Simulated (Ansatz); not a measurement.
**CH₃FSb radical: up Jacob's ladder to CCSD(T)**

An exercise on one series of results from a longer session: the logs are not shown, and one member is left open.

Program: Ansatz 0.2.0, Gaussian basis. Level of theory: functionals in def2-TZVPP, the program's frozen cores in correlated methods. These are calculated values, not measurements.

Levels to be run: LDA (SPW92), PBE-D4, revPBE-D4, BLYP-D4, r2SCAN-D4, B97M-V, PBE0-D4, B3LYP-D4, r2SCANh-D4, r2SCAN0-D4, HSE06-D4, BHLYP-D4, CAM-B3LYP-D4, LC-ωPBE, ωB97X-V, ωB97M-V, B2PLYP, PBE-QIDH; CCSD(T)/def2-SVP; CCSD(T)/def2-TZVPP; MP2/def2-QZVPP; extrapolation to the limit; RPA on PBE.

### The geometry

An earlier PBE0-D4 in a triple-zeta def2 set relaxation fixed the geometry. Sb takes the def2 core potential; no spin-orbit term is included.

6 atoms, charge 0, spin multiplicity 2.

Atoms are counted from 1 here; the program's logs count them from 0.

Bond lengths: C1–Sb2 2.144 Å, C1–H4 1.092 Å, C1–H5 1.091 Å, C1–H6 1.091 Å, Sb2–F3 1.927 Å. Angles: Sb2–C1–H4 109.6°, Sb2–C1–H5 109.5°, Sb2–C1–H6 109.5°, H4–C1–H5 109.4°, H4–C1–H6 109.4°, H5–C1–H6 109.4°, C1–Sb2–F3 93.2°.

The first run:

Contents of in.yaml:

```yaml
crystal:
  periodic: [false, false, false]
  atoms:
    - {symbol: C, position_ang: [-0.347887, 0.311249, -0.427089]}
    - {symbol: Sb, position_ang: [-0.153548, -1.273317, 1.003291]}
    - {symbol: F, position_ang: [1.685432, -0.844128, 1.388593]}
    - {symbol: H, position_ang: [-1.357868, 0.308412, -0.842143]}
    - {symbol: H, position_ang: [0.375146, 0.165918, -1.230627]}
    - {symbol: H, position_ang: [-0.159077, 1.267767, 0.061774]}
basis:
  gaussian: {orbitals: def2-TZVPP}
magnetization: {spin_polarized: true, initial_magnetization: 1}
hamiltonian: {xc: lda}
output: {orbitals: {seedname: orbitals}}
```

Among the steps run: LDA; PBE-D4 (GGA); revPBE-D4 (GGA); BLYP-D4 (GGA); r2SCAN-D4 (meta-GGA); B97M-V (meta-GGA); PBE0-D4 (hybrid); B3LYP-D4 (hybrid); r2SCANh-D4 (hybrid); r2SCAN0-D4 (hybrid); HSE06-D4 (hybrid); BHLYP-D4 (hybrid); CAM-B3LYP-D4 (range-separated); LC-ωPBE-D4 (range-separated; the results give it without D4); ωB97X-V (range-separated); ωB97M-V (range-separated); B2PLYP (double hybrid); PBE-QIDH (double hybrid).

One table of the session follows, with a row left open; its other results are not shown here.

It belongs to the step «Orbital energies across the functionals». 

```
  functional  HOMO (eV)  LUMO (eV)  gap (eV)
 LDA (SPW92)      -4.78      -3.89      0.89
      PBE-D4      -4.74      -3.48      1.26
   revPBE-D4      -4.71      -3.34      1.37
     BLYP-D4      -4.53      -3.52      1.00
   r2SCAN-D4      -5.11      -3.13      1.98
      B97M-V          ?          ?         ?
     PBE0-D4      -5.88      -2.65      3.23
    B3LYP-D4      -5.59      -3.04      2.54
  r2SCANh-D4      -5.52      -2.83      2.69
  r2SCAN0-D4      -6.15      -2.40      3.75
    HSE06-D4      -5.49      -3.01      2.47
    BHLYP-D4      -6.79      -1.94      4.85
CAM-B3LYP-D4      -7.06      -1.79      5.28
     LC-ωPBE      -8.46      -0.41      8.04
     ωB97X-V      -7.96      -0.84      7.12
     ωB97M-V      -7.85      -0.94      6.91
```

Estimate the missing values for B97M-V.

**Answer.** HOMO (eV): -4.95; LUMO (eV): -3.51; gap (eV): 1.44. In the column «HOMO (eV)» it lies between r2SCAN-D4 (-5.11) and LDA (SPW92) (-4.78).
